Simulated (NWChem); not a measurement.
# One shape, several levels: BrCl (bromine chloride)

We compute a comparison of 6 runs (HF/def2-SVP, HF/def2-TZVPPD, PBE0/6-31G*, B3LYP/6-31G*, PBE/def2-SVPD, BLYP/cc-pVTZ) of BrCl (bromine chloride). 

The calculation is run with NWChem 7.3.0.

1 further run of the same task is left out (set aside as unsound or not needed).

### Step 1. Starting point

BrCl: 2 atoms, total charge 0, spin state singlet. As SMILES, `ClBr`. Geometry: the measured bond length.

Bond lengths: Cl1–Br2 2.136 Å.

### Step 2. Energy and gradient at HF/def2-SVP (run 1)

Input file sp.xyz:

```xyz
2
BrCl hf
Cl     0.000000     0.000000     0.000000
Br     0.000000     0.000000     2.136065
```

Input file run.py:

```python
from ase.io import read
from ase.calculators.nwchem import NWChem

system = read('sp.xyz')

calc = NWChem(
    label='sp',
    theory='scf',
    memory='2200 mb',
    basis='def2-SVP',
    basispar='spherical bse',
    scf={'nopen': '0', 'rhf': None, 'thresh': '1e-08', 'maxiter': '80'},
)
system.calc = calc

forces = system.get_forces()
e = system.get_potential_energy()
print(f"E = {e:.6f} eV")
print("forces (eV/A):")
for s, f in zip(system.symbols, forces):
    print(f"{s:2s} {f[0]:10.5f} {f[1]:10.5f} {f[2]:10.5f}")
print("dipole (e A):", system.get_dipole_moment().round(4))
```

Run with:

```bash
export ASE_NWCHEM_COMMAND="nwchem PREFIX.nwi > PREFIX.nwo"
python run.py
```

What it wrote:

```text
E = -82489.200941 eV
forces (eV/A):
Cl    0.00000    0.00000   -0.49622
Br   -0.00000   -0.00000    0.49622
dipole (e A): [-0.      0.      0.1251]
```

The calculator wrote sp.nwi:

```
title "sp"

permanent_dir sp

scratch_dir sp

start sp

geometry units angstrom nocenter noautosym noautoz
  Cl 0.0000000000000000e+00 0.0000000000000000e+00 0.0000000000000000e+00
  Br 0.0000000000000000e+00 0.0000000000000000e+00 2.1360649999999999e+00
end

memory 2200 mb

basis spherical bse noprint
   * library def2-SVP
end

scf
  nopen 0
  rhf
  thresh 1e-08
  maxiter 80
end

task scf gradient
```

sp.nwo:

```text
Northwest Computational Chemistry Package (NWChem) 7.3.0
             --------------------------------------------------------

           Job information
           ---------------

    nwchem branch   = 7.3.0
    use scalapack   = T
    input           = sp.nwi
    prefix          = sp.
    data base       = sp/sp.db
    status          = startup
    nproc           =        1

           Memory information
           ------------------

    heap     =     72089594 doubles =      550.0 Mbytes
    stack    =     72089599 doubles =      550.0 Mbytes
    global   =    144179200 doubles =     1100.0 Mbytes (distinct from heap & stack)
    total    =    288358393 doubles =     2200.0 Mbytes
    verify   = yes
    hardfail = no

           Directory information
           ---------------------

  0 permanent = sp
  0 scratch   = sp

                                NWChem Input Module
                                -------------------

                                        sp
                                        --

[... 89 lines left out ...]
 Convergence threshold     :          1.000E-08
[... 12 lines left out ...]
       Final RHF  results
[... 3 lines left out ...]
      One-electron energy =  -4510.081918177123
[... 1 line left out ...]
 Nuclear repulsion energy =    147.402098323235
[... 44 lines left out ...]
                       ROHF Final Molecular Orbital Analysis
[... 170 lines left out ...]
       Multipole analysis of the density wrt the origin
       ------------------------------------------------

     L   x y z        total         open         nuclear
     -   - - -        -----         ----         -------
     0   0 0 0     -0.000000      0.000000     52.000000

     1   1 0 0     -0.000000      0.000000      0.000000
[... 8 lines of this table left out ...]
     2   0 0 2    -19.216963      0.000000    570.288539

                              NWChem Gradients Module
                              -----------------------

                                        sp

  wavefunction    =   RHF

                         RHF ENERGY GRADIENTS

    atom               coordinates                        gradient
                 x          y          z           x          y          z
   1 Cl      0.000000   0.000000   0.000000   -0.000000  -0.000000   0.009650
   2 Br      0.000000   0.000000   4.036578    0.000000   0.000000  -0.009650

                 ----------------------------------------
                 |  Time  |  1-e(secs)   |  2-e(secs)   |
                 ----------------------------------------
                 |  CPU   |       0.00   |       1.29   |
                 ----------------------------------------
                 |  WALL  |       0.00   |       1.29   |
                 ----------------------------------------

 Task  times  cpu:        6.8s     wall:        6.8s
 Total times  cpu:        6.9s     wall:        6.9s
```

It took 8.1 s on 1 thread of Intel Xeon Platinum 8375C at 2.90GHz (Ice Lake), shared host; peak memory 0.1 GiB.

### Step 3. Energy and forces at HF/def2-TZVPPD (run 2)

Input file struct.xyz:

```xyz
2

Cl     0.000000     0.000000     0.000000
Br     0.000000     0.000000     2.136065
```

Input file struct.nw:

```
start struct
memory 2200 mb

geometry units angstroms noautosym nocenter noautoz
  load struct.xyz
end

basis spherical bse
  Cl library def2-TZVPPD
  Br library def2-TZVPPD
end

scf
  thresh 1e-08
  maxiter 80
  print low
end

task scf gradient
```

Run with:

```bash
nwchem struct.nw > struct.out
```

What it wrote:

```text
[...]
  functions       =   108
[...]
  wavefunction    = RHF
[...]
         Total SCF energy =  -3031.903622526126
      One-electron energy =  -4510.671155285749
      Two-electron energy =   1331.365434436387
 Nuclear repulsion energy =    147.402098323235
        Time for solution =     35.4s
[...]
                         RHF ENERGY GRADIENTS
    atom               coordinates                        gradient
                 x          y          z           x          y          z
   1 Cl      0.000000   0.000000   0.000000   -0.000000  -0.000000  -0.004684
   2 Br      0.000000   0.000000   4.036578    0.000000   0.000000   0.004684
 Task  times  cpu:       51.2s     wall:       51.2s
 Total times  cpu:       51.2s     wall:       51.2s
```

It took 52 s on 1 thread of Intel Xeon Platinum 8375C at 2.90GHz (Ice Lake), shared host; peak memory 0.11 GiB.

### Step 4. Energy and gradient at PBE0/6-31G(d) (spherical functions) (run 3)

Input file mol.xyz:

```xyz
2
BrCl gradient
Cl     0.000000     0.000000     0.000000
Br     0.000000     0.000000     2.136065
```

Input file run.py:

```python
from ase.io import read
from ase.calculators.nwchem import NWChem

mol = read('mol.xyz')

calc = NWChem(
    label='mol',
    theory='dft',
    memory='2200 mb',
    basis='6-31G*',
    basispar='spherical bse',
    dft={'xc': 'pbe0', 'mult': '1', 'grid': 'xfine', 'convergence': 'energy 1e-08', 'iterations': '100', 'mulliken': None},
)
mol.calc = calc

forces = mol.get_forces()
print("Total energy (eV):", round(mol.get_potential_energy(), 6))
print("forces (eV/A):")
for s, f in zip(mol.symbols, forces):
    print(f"{s:2s} {f[0]:10.5f} {f[1]:10.5f} {f[2]:10.5f}")
print("dipole (e A):", mol.get_dipole_moment().round(4))
```

Run with:

```bash
export ASE_NWCHEM_COMMAND="nwchem PREFIX.nwi > PREFIX.nwo"
python run.py
```

What it wrote:

```text
Total energy (eV): -82547.093268
forces (eV/A):
Cl    0.00000   -0.00000   -0.30601
Br   -0.00000    0.00000    0.30601
dipole (e A): [0.     0.     0.1175]
```

The calculator wrote mol.nwi:

```
title "mol"

permanent_dir mol

scratch_dir mol

start mol

geometry units angstrom nocenter noautosym noautoz
  Cl 0.0000000000000000e+00 0.0000000000000000e+00 0.0000000000000000e+00
  Br 0.0000000000000000e+00 0.0000000000000000e+00 2.1360649999999999e+00
end

memory 2200 mb

basis spherical bse noprint
   * library 6-31G*
end

dft
  xc pbe0
  mult 1
  grid xfine
  convergence energy 1e-08
  iterations 100
  mulliken
end

task dft gradient
```

mol.nwo:

```text
Northwest Computational Chemistry Package (NWChem) 7.3.0
             --------------------------------------------------------

           Job information
           ---------------

    nwchem branch   = 7.3.0
    use scalapack   = T
    input           = mol.nwi
    prefix          = mol.
    data base       = mol/mol.db
    status          = startup
    nproc           =        1

           Memory information
           ------------------

    heap     =     72089600 doubles =      550.0 Mbytes
    stack    =     72089597 doubles =      550.0 Mbytes
    global   =    144179200 doubles =     1100.0 Mbytes (distinct from heap & stack)
    total    =    288358397 doubles =     2200.0 Mbytes
    verify   = yes
    hardfail = no

           Directory information
           ---------------------

  0 permanent = mol
  0 scratch   = mol

                                NWChem Input Module
                                -------------------

                                        mol
                                        ---

[... 60 lines left out ...]
  convergence criterion.
[... 17 lines left out ...]
          Convergence on gradient requested:  5.00D-04
[... 24 lines left out ...]
          Convergence aids based upon iterative change in
[... 28 lines left out ...]
 1-e energy   =   -4510.425369
[... 36 lines left out ...]
         Total DFT energy =    -3033.549749878254
[... 2 lines left out ...]
    Exchange-Corr. energy =     -119.117804676777
[... 407 lines left out ...]
          Convergence on energy requested:  1.00D-08
[... 22 lines left out ...]
          Spatial weights used:  Erf1
[... 4 lines left out ...]
          total energy or number of iterations.
[... 10 lines left out ...]
      Screening Tolerance Information
      -------------------------------
          Density screening/tol_rho:  1.00D-11
          AO Gaussian exp screening on grid/accAOfunc:  18
          CD Gaussian exp screening on grid/accCDfunc:  20
          XC Gaussian exp screening on grid/accXCfunc:  20
          Schwarz screening/accCoul:  1.00D-09

                            NWChem DFT Gradient Module
                            --------------------------

                                        mol

  charge          =   0.00
  wavefunction    = closed shell

                         DFT ENERGY GRADIENTS

    atom               coordinates                        gradient
                 x          y          z           x          y          z
   1 Cl      0.000000   0.000000   0.000000   -0.000000   0.000000   0.005951
   2 Br      0.000000   0.000000   4.036578    0.000000  -0.000000  -0.005951

                 ----------------------------------------
                 |  Time  |  1-e(secs)   |  2-e(secs)   |
                 ----------------------------------------
                 |  CPU   |       0.00   |       3.29   |
                 ----------------------------------------
                 |  WALL  |       0.00   |       3.29   |
                 ----------------------------------------

 Task  times  cpu:       10.1s     wall:       10.1s
 Total times  cpu:       10.1s     wall:       10.1s
```

Run time: 11 s. Hardware: 1 thread of Intel Xeon Platinum 8375C at 2.90GHz (Ice Lake), shared host; peak memory 0.12 GiB.

Runs 4 to 5 aren't shown in full; the table further down has their settings and results.

### Step 5. Energy and forces at BLYP/cc-pVTZ (run 6)

Input file run.py:

```python
from ase import Atoms
from ase.calculators.nwchem import NWChem

mol = Atoms(['Cl', 'Br'], positions=[
    [0.000000, 0.000000, 0.000000],
    [0.000000, 0.000000, 2.136065],
])

calc = NWChem(
    label='a',
    theory='dft',
    memory='2200 mb',
    basis='cc-pVTZ',
    basispar='spherical bse',
    dft={'xc': 'becke88 lyp', 'mult': '1', 'grid': 'xfine', 'convergence': 'energy 1e-08', 'iterations': '100', 'mulliken': None},
)
mol.calc = calc

forces = mol.get_forces()
print("Total energy (eV):", round(mol.get_potential_energy(), 6))
print("forces (eV/A):")
for s, f in zip(mol.symbols, forces):
    print(f"{s:2s} {f[0]:10.5f} {f[1]:10.5f} {f[2]:10.5f}")
print("dipole (e A):", mol.get_dipole_moment().round(4))
```

Run with:

```bash
export ASE_NWCHEM_COMMAND="nwchem PREFIX.nwi > PREFIX.nwo"
python run.py
```

What it wrote:

```text
Total energy (eV): -82571.006339
forces (eV/A):
Cl   -0.00000   -0.00000   -1.07709
Br    0.00000    0.00000    1.07709
dipole (e A): [-0.     -0.      0.0938]
```

The calculator wrote a.nwi:

```
title "a"

permanent_dir a

scratch_dir a

start a

geometry units angstrom nocenter noautosym noautoz
  Cl 0.0000000000000000e+00 0.0000000000000000e+00 0.0000000000000000e+00
  Br 0.0000000000000000e+00 0.0000000000000000e+00 2.1360649999999999e+00
end

memory 2200 mb

basis spherical bse noprint
   * library cc-pVTZ
end

dft
  xc becke88 lyp
  mult 1
  grid xfine
  convergence energy 1e-08
  iterations 100
  mulliken
end

task dft gradient
```

a.nwo:

```text
Northwest Computational Chemistry Package (NWChem) 7.3.0
             --------------------------------------------------------

           Job information
           ---------------

    nwchem branch   = 7.3.0
    use scalapack   = T
    input           = a.nwi
    prefix          = a.
    data base       = a/a.db
    status          = startup
    nproc           =        1

           Memory information
           ------------------

    heap     =     72089594 doubles =      550.0 Mbytes
    stack    =     72089599 doubles =      550.0 Mbytes
    global   =    144179200 doubles =     1100.0 Mbytes (distinct from heap & stack)
    total    =    288358393 doubles =     2200.0 Mbytes
    verify   = yes
    hardfail = no

           Directory information
           ---------------------

  0 permanent = a
  0 scratch   = a

                                NWChem Input Module
                                -------------------

                                         a
                                         -

[... 60 lines left out ...]
  convergence criterion.
[... 17 lines left out ...]
          Convergence on gradient requested:  5.00D-04
[... 21 lines left out ...]
          Convergence aids based upon iterative change in
[... 28 lines left out ...]
 1-e energy   =   -4511.562656
[... 36 lines left out ...]
         Total DFT energy =    -3034.428539031074
[... 2 lines left out ...]
    Exchange-Corr. energy =     -119.521048132966
[... 603 lines left out ...]
          Convergence on energy requested:  1.00D-08
[... 19 lines left out ...]
          Spatial weights used:  Erf1
[... 4 lines left out ...]
          total energy or number of iterations.
[... 10 lines left out ...]
      Screening Tolerance Information
      -------------------------------
          Density screening/tol_rho:  1.00D-11
          AO Gaussian exp screening on grid/accAOfunc:  18
          CD Gaussian exp screening on grid/accCDfunc:  20
          XC Gaussian exp screening on grid/accXCfunc:  20
          Schwarz screening/accCoul:  1.00D-09

                            NWChem DFT Gradient Module
                            --------------------------

                                         a

  charge          =   0.00
  wavefunction    = closed shell

                         DFT ENERGY GRADIENTS

    atom               coordinates                        gradient
                 x          y          z           x          y          z
   1 Cl      0.000000   0.000000   0.000000    0.000000   0.000000   0.020946
   2 Br      0.000000   0.000000   4.036578   -0.000000  -0.000000  -0.020946

                 ----------------------------------------
                 |  Time  |  1-e(secs)   |  2-e(secs)   |
                 ----------------------------------------
                 |  CPU   |       0.01   |      66.52   |
                 ----------------------------------------
                 |  WALL  |       0.01   |      66.52   |
                 ----------------------------------------

 Task  times  cpu:      157.2s     wall:      157.2s
 Total times  cpu:      157.3s     wall:      157.3s
```

It took 2.6 min on 1 thread of Intel Xeon Platinum 8375C at 2.90GHz (Ice Lake), shared host; peak memory 0.14 GiB.

### Step 6. Overview of the runs

| run | level | iteration cap | module | energy (Eh) | dipole moment (D) | HOMO energy (eV) | LUMO energy (eV) | wall time |
| --- | --- | --- | --- | --- | --- | --- | --- | --- |
| 1 | HF/def2-SVP | 80 | scf | -3031.422246 | 0.60 | -11.42 | 0.79 | 8.1 s |
| 2 | HF/def2-TZVPPD | 80 | scf | -3031.903623 | – | – | – | 52 s |
| 3 | PBE0/6-31G* (spherical functions) | 100 | dft | -3033.549750 | 0.56 | -8.39 | -3.47 | 11 s |
| 4 | B3LYP/6-31G* (Cartesian functions) | 100 | dft | -3034.052515 | 0.54 | -8.07 | -3.67 | 11 s |
| 5 | PBE/def2-SVPD | 100 | dft | -3033.309023 | 0.47 | -7.14 | -4.60 | 11 s |
| 6 | BLYP/cc-pVTZ | 100 | dft | -3034.428539 | 0.45 | -6.84 | -4.21 | 2.6 min |

### Step 7. Results

```
                       quantity           value
            run 6: total energy  -3034.42854 Eh
           run 6: dipole moment          0.45 D
             run 6: HOMO energy        -6.84 eV
             run 6: LUMO energy        -4.21 eV
           run 6: HOMO–LUMO gap         2.63 eV
run 6: largest force on an atom      1.077 eV/Å
```

**Reading.** Over runs 1, 3, 4, 5, 6 the dipole moment (its size) runs from 0.45 D (BLYP/cc-pVTZ) to 0.60 D (HF/def2-SVP). The two ends differ in method and basis. Over runs 1, 3, 4, 5, 6 the HOMO–LUMO gap runs from 2.54 eV (PBE/def2-SVPD) to 12.20 eV (HF/def2-SVP). Totals of different functionals can't be ranked against each other. All runs together took 4.2 min, the longest 2.6 min.
